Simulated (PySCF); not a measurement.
# B2H6NP: the cost of one run

Computed with PySCF 2.14.0, with density-fitted response routines of our own, on a single molecule in the gas phase. Atoms are numbered from 0 throughout.

## 1. The starting structure

10 atoms, charge 0, multiplicity 1; geometry from: GFN2-xTB. The atoms were then displaced at random by about 0.01 Å, so the start is not that level's minimum.

Bonds of the start (Å): B0–P1 1.81, P1–B2 1.89, B2–N3 1.38, B0–H4 1.15, B0–H5 1.21, P1–H6 1.37, B2–H7 1.14, N3–H8 1.04, N3–H9 0.98.

## 2. Relaxing the molecule at PBE0-D3(BJ)/def2-SVP

What the job is given:

```
{"job": {"xc": "PBE0", "basis": "def2-SVP", "d3": "d3bj", "grid": 1, "shake": 0.01, "kind": "geom"}, "charge": 0, "multiplicity": 1}
B      1.873430    -0.146240    -0.126950
P      0.553730    -0.926480     0.842620
B     -1.184660    -0.291140     0.476470
N     -1.351780     1.076060     0.403660
H      2.759070    -0.741560    -0.547310
H      1.827780     1.051440    -0.254800
H      0.559190    -2.268100     0.548340
H     -2.046690    -1.025710     0.364960
H     -2.286650     1.498290     0.265890
H     -0.652970     1.752520     0.521120
```

Started as:

```sh
$ OMP_NUM_THREADS=1 python probes_run.py task.json out
```

One launch serves the whole session: the jobs run in the order shown.

**Question.** How long does this first job take on 1 thread of Arm Neoverse V1, shared host, and how much memory does it need?

About 29 s, with a peak of 0.39 GiB.
